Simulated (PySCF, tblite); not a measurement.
# C5H9OSi radical: geometry, infrared bands and EPR parameters

Aim: predict the infrared bands and EPR parameters of C5H9OSi radical (`[SiH3]O[C@H]1[CH]C=CC1`).

Computed with tblite 0.8.0 and PySCF 2.14.0, with density-fitted response routines of our own, on a single molecule in the gas phase. Atoms are numbered from 0 throughout.

**1. The molecule as given**

16 atoms, charge 0, multiplicity 2; geometry from: force field or distance geometry start.

Bonds of the start (Å): Si0–O1 1.72, O1–C2 1.36, C2–C3 1.52, C3–C4 1.51, C4–C5 1.34, C5–C6 1.52, C6–C2 1.53, Si0–H7 1.47, Si0–H8 1.47, Si0–H9 1.48, C2–H10 1.11, C3–H11 1.12, C4–H12 1.11, C5–H13 1.08, C6–H14 1.11, C6–H15 1.09.

**2. Geometry optimisation with GFN2-xTB**

What the job is given:

```
{"job": {"kind": "relax", "xc": "GFN2-xTB", "basis": "xTB"}, "charge": 0, "multiplicity": 2}
Si     2.657400    -0.395900    -0.016400
O      1.379400     0.605500     0.550500
C      0.136300     0.107000     0.310000
C     -0.685200    -0.132000     1.568900
C     -2.039300    -0.359100     0.945600
C     -2.115600     0.347100    -0.195300
C     -0.804700     1.089000    -0.388000
H      2.639200    -1.710000     0.631500
H      3.914100     0.332700     0.175300
H      2.417100    -0.558300    -1.464500
H      0.134500    -0.862500    -0.237700
H     -0.348900    -1.061500     2.097100
H     -2.821700    -1.005900     1.383100
H     -2.974100     0.365200    -0.846800
H     -0.913600     2.026600     0.189700
H     -0.582600     1.221100    -1.447000
```

Started as:

```bash
OMP_NUM_THREADS=1 python probes_run.py task.json out
```

One launch serves the whole session: the jobs run in the order shown.

Output:

```text
step      E/eV     max force
  0    -571.92025    4.576
  1    -572.41542    2.779
  2    -572.65102    1.184
  3    -572.73746    1.012
  4    -572.83096    0.799
  5    -572.86945    0.890
  6    -572.92896    0.717
  7    -572.96082    0.474
  8    -572.98476    0.416
  9    -573.00455    0.328
 10    -573.02141    0.306
 11    -573.03593    0.295
 12    -573.04882    0.353
 13    -573.06182    0.326
 14    -573.07738    0.313
 15    -573.09411    0.388
 16    -573.10867    0.301
 17    -573.12188    0.347
 18    -573.13552    0.347
 19    -573.15573    0.299
 20    -573.17823    0.340
 21    -573.19825    0.293
 22    -573.21417    0.309
 23    -573.23018    0.334
 24    -573.24839    0.374
 25    -573.26552    0.390
 26    -573.27862    0.469
 27    -573.29384    0.315
 28    -573.31029    0.310
 29    -573.32711    0.248
 30    -573.33422    0.177
 31    -573.34218    0.193
 32    -573.34724    0.153
 33    -573.35184    0.155
 34    -573.35537    0.205
 35    -573.35871    0.141
 36    -573.36215    0.160
 37    -573.36474    0.118
 38    -573.36637    0.095
 39    -573.36836    0.100
 40    -573.37033    0.106
 41    -573.37299    0.116
 42    -573.37569    0.121
 43    -573.37787    0.118
 44    -573.37946    0.125
 45    -573.38083    0.109
 46    -573.38223    0.099
 47    -573.38412    0.104
 48    -573.38613    0.136
 49    -573.38797    0.135
 50    -573.38930    0.086
 51    -573.39012    0.051
 52    -573.39052    0.053
 53    -573.39095    0.063
 54    -573.39131    0.059
 55    -573.39169    0.049
 56    -573.39203    0.042
 57    -573.39231    0.043
 58    -573.39252    0.035
 59    -573.39269    0.034
 60    -573.39285    0.033
 61    -573.39301    0.034
 62    -573.39316    0.030
 63    -573.39329    0.027
 64    -573.39338    0.021
 65    -573.39345    0.018
 66    -573.39351    0.017
 67    -573.39356    0.015
 68    -573.39360    0.017
 69    -573.39363    0.018
 70    -573.39368    0.018
 71    -573.39374    0.027
 72    -573.39385    0.037
 73    -573.39404    0.046
 74    -573.39432    0.056
 75    -573.39466    0.069
 76    -573.39497    0.056
 77    -573.39520    0.033
 78    -573.39542    0.034
 79    -573.39567    0.042
 80    -573.39598    0.060
 81    -573.39636    0.061
 82    -573.39674    0.043
 83    -573.39703    0.039
 84    -573.39724    0.041
 85    -573.39745    0.038
 86    -573.39774    0.049
 87    -573.39807    0.052
 88    -573.39837    0.053
 89    -573.39863    0.049
 90    -573.39886    0.041
 91    -573.39913    0.034
 92    -573.39930    0.039
 93    -573.39946    0.027
 94    -573.39957    0.028
 95    -573.39970    0.027
 96    -573.39983    0.024
 97    -573.39995    0.022
 98    -573.40002    0.020
 99    -573.40008    0.021
100    -573.40016    0.021
101    -573.40026    0.023
102    -573.40038    0.027
103    -573.40049    0.020
104    -573.40061    0.028
105    -573.40077    0.031
106    -573.40103    0.040
107    -573.40138    0.060
108    -573.40180    0.061
109    -573.40230    0.054
110    -573.40304    0.074
111    -573.40399    0.094
112    -573.40501    0.075
113    -573.40305    0.209
114    -573.40604    0.063
115    -573.40652    0.070
116    -573.40713    0.148
117    -573.40811    0.077
118    -573.40888    0.090
119    -573.41039    0.168
120    -573.41187    0.073
121    -573.41259    0.047
122    -573.41288    0.114
123    -573.41347    0.052
124    -573.41398    0.044
125    -573.41562    0.066
126    -573.41648    0.072
127    -573.41709    0.062
128    -573.41798    0.051
129    -573.41846    0.072
130    -573.41895    0.068
131    -573.41942    0.103
132    -573.42009    0.064
133    -573.42048    0.040
134    -573.42076    0.034
135    -573.42092    0.024
136    -573.42101    0.026
137    -573.42109    0.026
138    -573.42116    0.024
139    -573.42124    0.018
140    -573.42129    0.020
141    -573.42135    0.023
142    -573.42140    0.019
143    -573.42144    0.018
144    -573.42149    0.016
145    -573.42156    0.016
146    -573.42162    0.022
147    -573.42167    0.021
148    -573.42173    0.018
149    -573.42180    0.019
150    -573.42190    0.029
151    -573.42201    0.030
152    -573.42218    0.033
153    -573.42230    0.027
154    -573.42241    0.025
155    -573.42232    0.050
156    -573.42251    0.014
157    -573.42254    0.017
158    -573.42259    0.029
159    -573.42263    0.010
```

Run time: 1.6 s. Hardware: 1 thread of Arm Neoverse N1, shared host; peak memory 0.18 GiB.

The steps of the relaxation: (not every step is listed)

```csv
step,energy from step 0 (eV),largest force (eV/Å)
0,0.0000,4.5765
1,-0.4952,2.7794
2,-0.7308,1.1837
3,-0.8172,1.0124
4,-0.9107,0.7993
5,-0.9492,0.8903
6,-1.0087,0.7171
7,-1.0406,0.4739
8,-1.0645,0.4162
22,-1.2939,0.3091
36,-1.4419,0.1598
50,-1.4691,0.0857
64,-1.4731,0.0213
78,-1.4752,0.0338
92,-1.4791,0.0386
106,-1.4808,0.0402
120,-1.4916,0.0731
134,-1.5005,0.0342
148,-1.5015,0.0179
154,-1.5022,0.0249
155,-1.5021,0.0504
156,-1.5023,0.0136
157,-1.5023,0.0173
158,-1.5023,0.0294
159,-1.5024,0.0095
```

Close pairs (by a distance rule), those that changed most:

```csv
bond,before (Å),after (Å),change (Å)
C3–C4,1.508,1.376,-0.132
Si0–O1,1.720,1.616,-0.104
C3–H11,1.121,1.073,-0.048
O1–C2,1.361,1.405,+0.044
C4–C5,1.344,1.376,+0.032
C4–H12,1.105,1.077,-0.029
C5–C6,1.519,1.490,-0.029
C2–C3,1.522,1.496,-0.026
```

The end geometry stands in the next job.

**3. Harmonic vibrations with GFN2-xTB**

What the job is given:

```
{"job": {"kind": "ir", "xc": "GFN2-xTB", "basis": "xTB"}, "charge": 0, "multiplicity": 2}
Si     2.632429    -0.269849     0.402536
O      1.256507     0.400547    -0.115561
C     -0.007541    -0.151963    -0.380429
C     -0.596363    -0.912340     0.765573
C     -1.808896    -0.372785     1.129707
C     -2.126669     0.707764     0.338706
C     -1.037425     0.968682    -0.643857
H      2.524744    -0.788556     1.769914
H      3.503242     0.890410     0.303141
H      3.048705    -1.378657    -0.464517
H      0.098733    -0.808564    -1.260250
H     -0.091394    -1.741582     1.222057
H     -2.425841    -0.750447     1.927192
H     -3.012758     1.310755     0.403423
H     -0.563146     1.938507    -0.468104
H     -1.401926     0.967021    -1.673458
```

Output:

```text
mode    cm-1     km/mol
  1      19.0      0.84
  2      86.8      0.52
  3     146.2      0.86
  4     158.2      0.64
  5     340.2      0.59
  6     355.5      2.42
  7     485.9      0.88
  8     597.2     61.79
  9     606.4     42.43
 10     641.0     35.35
 11     671.8     16.98
 12     696.8     12.14
 13     753.4    219.23
 14     763.4     10.05
 15     782.2     20.20
 16     812.6    288.19
 17     839.7    294.53
 18     888.1      8.31
 19     932.5     38.53
 20     951.7     23.08
 21    1000.9     23.74
 22    1071.7     73.25
 23    1088.8      0.54
 24    1095.6     19.55
 25    1110.5      5.42
 26    1153.7    186.59
 27    1222.8      8.73
 28    1242.4      1.90
 29    1281.6      3.66
 30    1286.8     19.81
 31    1398.6      2.45
 32    1439.0     13.72
 33    1459.3      0.63
 34    2200.6    410.66
 35    2236.3    198.94
 36    2337.7    254.45
 37    2806.8     58.11
 38    2936.6     18.33
 39    2964.3     22.76
 40    3115.4     26.40
 41    3143.0     35.61
 42    3154.3     16.76
```

It took 0.77 s on 1 thread of Arm Neoverse N1, shared host; peak memory 0.18 GiB.

Which atoms move in the most intense modes:

```csv
cm⁻¹,km/mol,atoms
753,219.2,"H8 59 %, H9 22 %, H7 13 %"
813,288.2,"H7 35 %, H8 25 %, H9 24 %"
840,294.5,"H9 43 %, H7 40 %"
1072,73.2,"H11 30 %, H14 18 %, O1 16 %, H12 15 %"
1154,186.6,"C2 38 %, O1 27 %"
2201,410.7,"H9 62 %, H7 34 %"
2236,198.9,"H7 63 %, H9 35 %"
2338,254.4,H8 97 %
```

**4. EPR parameters: B3LYP/pcH-1**

Same as in step 3 but for these lines:

```diff
@@ -1,2 +1,2 @@
-{"job": {"kind": "ir", "xc": "GFN2-xTB", "basis": "xTB"}, "charge": 0, "multiplicity": 2}
+{"job": {"kind": "epr", "basis": "pcH-1"}, "charge": 0, "multiplicity": 2}
 Si     2.632429    -0.269849     0.402536
```

Method: UKS B3LYP, pcH-1 on C H O Si, non-relativistic, mean-field spin-orbit, GIAO.

Output:

```text
UKS, coarse grid
  cycle   1  E = -560.53637798  |g| = 5.63e-01
  cycle   2  E = -560.31761406  |g| = 9.48e-01
  cycle   3  E = -560.64862421  |g| = 1.08e-01
  cycle   4  E = -560.65271368  |g| = 4.63e-02
  cycle   5  E = -560.65382182  |g| = 8.37e-03
  cycle   6  E = -560.65387534  |g| = 4.96e-03
  cycle   7  E = -560.65389328  |g| = 2.71e-03
  cycle   8  E = -560.65390203  |g| = 1.11e-03
  cycle   9  E = -560.65390087  |g| = 3.61e-04
UKS, final grid
  cycle   1  E = -560.65397028  |g| = 5.30e-04
  cycle   2  E = -560.65397003  |g| = 8.72e-04
  cycle   3  E = -560.65397042  |g| = 6.76e-05
  cycle   4  E = -560.65397042  |g| = 1.32e-05
E = -560.65397042 Eh   <S^2> = 0.7742 (exact 0.7500)
g shifts (ppm)      1          2          3
  rmc          -147       -147       -147
  gc              7         34         24
  oz_so         -43        542        648
  total        -183        429        525
hyperfine (MHz)  atom isotope    a_iso     a_fc   dipolar eigenvalues
    0  29Si       0.38       0.37     -0.79      0.17      0.62
    1   17O     -26.64     -26.64     -7.15      3.49      3.66
    2   13C     -16.82     -16.82     -1.54     -0.38      1.92
    3   13C      55.09      55.14    -50.95    -49.18    100.14
    4   13C     -45.28     -45.30    -27.27     12.14     15.13
    5   13C      55.53      55.59    -51.88    -50.25    102.13
    6   13C     -17.11     -17.12     -0.92      0.15      0.76
    7    1H      -0.11      -0.11     -1.56     -1.32      2.89
    8    1H       0.09       0.09     -0.81     -0.54      1.36
    9    1H      -0.32      -0.32     -0.88     -0.83      1.71
   10    1H      54.10      54.11     -3.08     -2.26      5.33
   11    1H     -41.50     -41.51    -24.97     -0.21     25.18
   12    1H      10.54      10.54     -4.73     -0.49      5.22
   13    1H     -42.25     -42.26    -25.32     -0.29     25.61
   14    1H      60.67      60.67     -3.69     -1.96      5.65
   15    1H      55.23      55.23     -4.05     -1.84      5.88
```

Wall time 2 min (1 thread of Arm Neoverse N1, shared host); peak memory 0.97 GiB.

Principal g values 2.00214, 2.00275, 2.00284; g(iso) = 2.00258, against 2.00232 for a free electron.

Hyperfine couplings; where a row names several nuclei, a(iso) is their mean (it holds for fast rotation or exchange) and the dipolar term the largest among them:

```csv
nuclei,isotope,a(iso) (MHz),"a(iso) (G, at g = 2.0023)",largest dipolar term (MHz)
H14,1H,60.7,21.6,5.7
C5,13C,55.5,19.8,102.1
H15,1H,55.2,19.7,5.9
C3,13C,55.1,19.7,100.1
H10,1H,54.1,19.3,5.3
C4,13C,-45.3,-16.2,-27.3
H13,1H,-42.3,-15.1,25.6
H11,1H,-41.5,-14.8,25.2
O1,17O,-26.6,-9.5,-7.2
C6,13C,-17.1,-6.1,-0.9
C2,13C,-16.8,-6.0,1.9
H12,1H,10.5,3.8,5.2
Si0,29Si,0.4,0.1,-0.8
"H7, H8, H9",1H,-0.1,0.0,2.9
```

Mulliken spin populations:

Si0 0.01; O1 0.02; C2 -0.04; C3 0.64; C4 -0.25; C5 0.65; C6 -0.05; H7 0.00; H8 0.00; H9 0.00; H10 0.02; H11 -0.03; H12 0.01; H13 -0.03; H14 0.02; H15 0.02

In first order the couplings over 0.8 MHz of 1H give 64 distinct lines over 94.3 G, if the averaged nuclei exchange fast; the same motion can average rows kept apart here too.

Orbitals, density, ELF and potential are computed afterwards from the orbital file.

ELF in a plane through or near 6 of the atoms.

Ten even steps from '0' (0.00) to '9' (1.00):
```
0000000000000000000000000000
0000000000000000000000000000
0000000000000000000000000000
0000000000000000004630000000
0000001320001100049995000000
0000049994005630179998100000
0000169997005753479995000000
0000059999103668813630000000
0000037886100567735620000000
0000011321320253278656630000
0000231771886331162599992000
0001475115657335587499992000
0002699625877126357468971000
0002688502784049963000100000
0000366200341058862000000000
0000001000000025410000000000
0000000000000001000000000000
0000000000000000000000000000
0000000000000000000000000000
0000000000000000000000000000
```
The map spans 11.8 Å across and 9.3 Å up, centred on the molecule. Atoms in the plane (x, y in Å): Si0 (-2.6, 0.0), O1 (-1.2, -0.7), C4 (1.7, 1.2), C5 (2.2, -0.1), C6 (1.2, -1.1), H12 (2.2, 2.1).

On the surface of density 0.002 e/bohr³ the electrostatic potential runs, from the 1st to the 99th percentile, from -1.09 V near O1 to 1.18 V near H9.

The spin density lies nearest to C3, C5 about 34 % each; C4 9 % (beta excess).

**5. Summary of results**

| quantity | value |
| --- | --- |
| strongest single infrared mode (GFN2-xTB) | 2201 cm⁻¹, 411 km/mol |
| zero-point energy (GFN2-xTB) | 74.7 kcal/mol |
| g(iso) (B3LYP) | 2.00258 |
| ⟨S²⟩ | 0.774 (exact 0.75) |
| largest a(iso) (averaged by class) | 1H on H14, 60.7 MHz |
| potential on the surface of density 0.002 e/bohr³, 1st and 99th percentile | -1.09 V and 1.18 V |

**Reading.** The optimisation took 159 steps and gained 1.502 eV; among the close pairs (by a distance rule), C3–C4 changed most, from 1.508 to 1.376 Å. All 42 modes are real, so the xTB geometry is a minimum. The strongest single mode, at 2201 cm⁻¹, moves mainly H9 and H7. GFN2-xTB is a fitted tight-binding method: band positions and strengths are rough. Its intensities can rank the bands wrongly. The largest spin populations lie on C5 (0.65 e), C3 (0.64 e). The isotropic g lies 0.3 ppt above the free-electron value. These values are for one conformer; the search (at its own cheap level) found 1 more, at 0.34 kcal/mol, and measured spectra average over such forms.
